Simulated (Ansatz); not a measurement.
**Cl₂H₃OScSi: small, medium and large basis sets**

The task here is to estimate one member of a computed series from the others.

Method: one geometry, several basis sets; program: Ansatz 0.2.0, Gaussian basis.

Plan: PBE0-D4/def2-SVP; ωB97M-V/def2-SVP; PBE0-D4/def2-QZVPP; ωB97M-V/def2-QZVPP; the functionals' def2-TZVPP values are taken from earlier runs.

## Structure used throughout

All runs share one geometry, relaxed beforehand with PBE0-D4 in a triple-zeta def2 set.

SMILES `[SiH3][O][Sc]([Cl])[Cl]`, 8 atoms, charge 0, spin multiplicity 1.

Atoms are counted from 1 here; the program's logs count them from 0.

Bond lengths: Si1–O2 1.643 Å, Si1–H6 1.486 Å, Si1–H7 1.486 Å, Si1–H8 1.485 Å, O2–Sc3 1.848 Å, Sc3–Cl4 2.292 Å, Sc3–Cl5 2.292 Å. Angles: O2–Si1–H6 109.4°, O2–Si1–H7 109.5°, O2–Si1–H8 109.8°, H6–Si1–H7 109.4°, H6–Si1–H8 109.4°, H7–Si1–H8 109.3°, Si1–O2–Sc3 179.5°, O2–Sc3–Cl4 118.5°, O2–Sc3–Cl5 118.5°, Cl4–Sc3–Cl5 122.9°.

Set-up of the first run:

in.yaml reads:

```yaml
crystal:
  periodic: [false, false, false]
  atoms:
    - {symbol: Si, position_ang: [0.432547, -0.733831, 1.356338]}
    - {symbol: O, position_ang: [-0.002238, 0.022221, -0.036103]}
    - {symbol: Sc, position_ang: [-0.506222, 0.866281, -1.600988]}
    - {symbol: Cl, position_ang: [-2.134712, -0.100683, -2.891256]}
    - {symbol: Cl, position_ang: [0.522222, 2.835939, -2.161406]}
    - {symbol: H, position_ang: [-0.703088, -0.696146, 2.313544]}
    - {symbol: H, position_ang: [0.786271, -2.146787, 1.063880]}
    - {symbol: H, position_ang: [1.605219, -0.046992, 1.955992]}
basis:
  gaussian: {orbitals: def2-SVP}
hamiltonian: {xc: pbe0, dispersion: d4}
output: {orbitals: {seedname: orbitals}}
```

The run is started by

```bash
ansatz run in.yaml --threads 4 --pin off --events-out ev --progress --plain --max-ram 10444MiB
```

Among the steps run: PBE0-D4 in def2-SVP; ωB97M-V in def2-SVP; PBE0-D4 in def2-QZVPP; ωB97M-V in def2-QZVPP.

One table of the session follows, with a row left open; its other results are not shown here.

It belongs to the step «Functionals by basis». 

```
functional       basis  HOMO (eV)  LUMO (eV)
   PBE0-D4    def2-SVP      -8.74      -2.72
   PBE0-D4  def2-TZVPP      -8.94      -2.80
   PBE0-D4  def2-QZVPP      -8.95      -2.79
   ωB97M-V    def2-SVP          ?          ?
   ωB97M-V  def2-TZVPP     -11.19      -1.09
   ωB97M-V  def2-QZVPP     -11.20      -1.10
```

Estimate the missing values for ωB97M-V, def2-SVP.

**Answer.** HOMO (eV): -10.92; LUMO (eV): -0.90. In the column «HOMO (eV)» it lies between ωB97M-V, def2-TZVPP (-11.19) and PBE0-D4, def2-QZVPP (-8.95).
